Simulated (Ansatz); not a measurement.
## C3H8OSi2, SMILES CC#C[SiH2]O[SiH3]: a single point from an input written key by key, step by step

Computed with Ansatz 0.2.0, Python API.

Input file `c3h8osi2.yaml`:
```yaml
crystal:
  periodic: [false, false, false]
  atoms:
    - { symbol: C, position_ang: [3.3816, -1.4748, 0.0547] }
    - { symbol: C, position_ang: [2.1665, -0.6639, 0.1388] }
    - { symbol: C, position_ang: [1.1673, -0.0001, 0.2068] }
    - { symbol: Si, position_ang: [-0.3924, 1.0285, 0.3101] }
    - { symbol: O, position_ang: [-1.7309, 0.2184, -0.226] }
    - { symbol: Si, position_ang: [-3.3472, 0.4989, -0.4089] }
    - { symbol: H, position_ang: [4.1179, -1.005, -0.6044] }
    - { symbol: H, position_ang: [3.8376, -1.5956, 1.0419] }
    - { symbol: H, position_ang: [3.1583, -2.4703, -0.3404] }
    - { symbol: H, position_ang: [-0.232, 2.263, -0.4968] }
    - { symbol: H, position_ang: [-0.6238, 1.4467, 1.7145] }
    - { symbol: H, position_ang: [-3.9488, 0.8178, 0.9085] }
    - { symbol: H, position_ang: [-4.0018, -0.7072, -0.97] }
    - { symbol: H, position_ang: [-3.5524, 1.6436, -1.3289] }
basis:
  gaussian: { orbitals: def2-SVP }
correlation:
  method: mp2
output:
  forces: true
```

Interactive session:
```pycon
>>> import ansatz as az
>>> import numpy as np
>>> import pandas as pd
>>> session = az.Session.from_deck('c3h8osi2.yaml')
>>> data = session.plan(threads=1).execute().report
>>> print(f'E = {data["free_energy_ev"]:.6f} eV = {data["free_energy_ev"] / 27.211386246:.7f} Ha')
E = -20992.710681 eV = -771.4678881 Ha
>>> print('converged:', data['converged'], ' doubts:', data['published_state_doubts'] or 'none')
converged: True  doubts: none
>>> symbols = ['C', 'C', 'C', 'Si', 'O', 'Si', 'H', 'H', 'H', 'H', 'H', 'H', 'H', 'H']
>>> print('correlation energy', round(data['free_energy_ev'] - data['reference_energy_ev'], 5), 'eV')
correlation energy -20.77704 eV
>>> cluster = data['correlation'].get('coupled_cluster')
>>> if cluster:
...     print('cycles', cluster['cycles'], ' T1 diagnostic', round(cluster['t1_diagnostic'], 4), ' largest double', round(cluster['largest_double'], 4))
...
>>> print('forces (eV/A)')
forces (eV/A)
>>> for symbol, f in zip(symbols, data['forces_ev_ang']):
...     print(f'  {symbol:2s} {f[0]:9.4f} {f[1]:9.4f} {f[2]:9.4f}')
...
  C    -0.1515    0.1377    0.0217
  C     2.8553   -1.9083   -0.1987
  C    -3.7566    2.2987    0.1828
  Si    0.9278    0.0443    0.1812
  O     0.3716   -0.3942   -0.0802
  Si   -0.5102   -0.0000   -0.0882
  H     0.1050    0.0745   -0.1022
  H     0.0632   -0.0168    0.1540
  H    -0.0534   -0.1464   -0.0617
  H     0.0944   -0.0807   -0.0399
  H     0.0864   -0.0973    0.0062
  H    -0.0504    0.0113   -0.0293
  H     0.0763    0.0801    0.0429
  H    -0.0579   -0.0027    0.0114
>>> charges = data['charge_distribution']
>>> table = pd.DataFrame({'atom': symbols, 'mulliken': charges['mulliken_charges_e'], 'lowdin': charges['lowdin_charges_e']})
>>> table.round(3)
   atom  mulliken  lowdin
0     C     0.015   0.057
1     C    -0.019  -0.078
2     C    -0.449  -0.209
3    Si     0.872   0.415
4     O    -0.663  -0.096
5    Si     0.776   0.392
6     H     0.068   0.024
7     H     0.068   0.024
8     H     0.070   0.025
9     H    -0.148  -0.108
10    H    -0.148  -0.108
11    H    -0.149  -0.114
12    H    -0.145  -0.109
13    H    -0.149  -0.114
>>> print('dipole (e A):', np.round(charges['dipole_moment_e_ang'], 4) + 0.0)
dipole (e A): [ 0.233  -0.121  -0.0035]
```

What to keep in mind:
- Total energies depend on the basis set; only differences at equal settings carry meaning.
- The geometry is a force-field or estimated start, not a minimum of this method, and the basis set is short of its limit.
- The Löwdin charges here are taken after orthogonalising the functions within each atom; they differ from plain Löwdin charges, and their signs can be unphysical.
- The whole script took 10 s on 1 thread of Arm Neoverse V1, with other jobs on the host, peak memory 0.46 GiB.
